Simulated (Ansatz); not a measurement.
# AlGa2Sb3: the cost of one run

Program: Ansatz 0.2.0. Level of theory: DFT PBE, scalar-relativistic, plane waves, PAW. These are calculated values, not measurements.

1 further run of the same task is left out (it didn't finish).

**1. The system as given**

The structure is trigonal, space group P3m1 (No. 156). Conventional cell: a = 4.397 Å, b = 4.397 Å, c = 10.767 Å, α = 90.00°, β = 90.00°, γ = 120.00°. Al (site symmetry 3m) has 4 Sb at 2.69 to 2.70 Å as nearest neighbours. Ga (site symmetry 3m) is surrounded by 4 Sb at 2.69 Å. Ga (site symmetry 3m) has 4 Sb at 2.69 to 2.70 Å as nearest neighbours. Sb (site symmetry 3m) has 4 Ga at 2.69 Å as nearest neighbours. Sb (site symmetry 3m) is surrounded by 3 Ga at 2.69 Å and 1 Al at 2.70 Å. Sb (site symmetry 3m) is surrounded by 3 Al at 2.69 Å and 1 Ga at 2.70 Å.

As a file:

```
Al Ga Sb
1.0
     4.39740    0.00000    0.00000
    -2.19870    3.80826    0.00000
     0.00000    0.00000   10.76708
Al Ga Sb
1 2 3
Direct
  0.33333 0.66667 0.41633
  0.00000 0.00000 0.75043
  0.66667 0.33333 0.08298
  0.00000 0.00000 0.99999
  0.33333 0.66667 0.66695
  0.66667 0.33333 0.33333
```

It is the end of an earlier relaxation with the same method, from a generated guess; it needn't be the stable form of this composition. At a tolerance of 0.05 Å it has space group P3m1 (No. 156); it has 30.05 Å³/atom, an uncorrected energy of -0.17 eV/atom over the elements.

**2. Bands, states and charges**

input.yaml reads:

```yaml
crystal:
  lattice:
    - [4.397396835, 0.0, 0.0]
    - [-2.1986984175, 3.8082573697, 0.0]
    - [0.0, 0.0, 10.7670825]
  atoms:
    - { symbol: Al, position: [0.3333333333, 0.6666666667, 0.41633] }
    - { symbol: Ga, position: [0.0, 0.0, 0.750428] }
    - { symbol: Ga, position: [0.6666666667, 0.3333333333, 0.082976] }
    - { symbol: Sb, position: [0.0, 0.0, 0.999988] }
    - { symbol: Sb, position: [0.3333333333, 0.6666666667, 0.66695] }
    - { symbol: Sb, position: [0.6666666667, 0.3333333333, 0.333328] }
basis:
  ecutwfc: 420
kpoints:
  mp_grid: { grid: [12, 12, 4] }
  band_path:
    path:
      - [[0.0, 0.0, 0.0], [0.5, 0.0, 0.0], [0.33333333, 0.33333333, 0.0], [0.0, 0.0, 0.0], [0.0, 0.0, 0.5], [0.5, 0.0, 0.5], [0.33333333, 0.33333333, 0.5], [0.0, 0.0, 0.5]]
      - [[0.5, 0.0, 0.5], [0.5, 0.0, 0.0]]
      - [[0.33333333, 0.33333333, 0.5], [0.33333333, 0.33333333, 0.0]]
    npoints: 14
hamiltonian:
  xc: pbe
scf:
  occupations: { method: gaussian, width: 0.1 }
  n_extra_bands: 15
output:
  forces: true
  stress: true
  eigenvalues: true
  populations: true
  dos: { projected: true, de: 0.02, nscf_kmesh: { grid: [15, 15, 5] } }
  bader: true
  write_density: true
  write_potential: true
  elf: true
  volumetric_format: npy
```

The run is started by

```console
$ ansatz run input.yaml --threads 4 --pin off --max-ram 8192MiB --backend cpu --events-out ev --progress --plain --runs-dir out
```

**Question.** How long does this run take on 4 threads of Arm Neoverse V2, shared host, and how much memory does it need?

About 77 s, with a peak of 1.1 GiB.
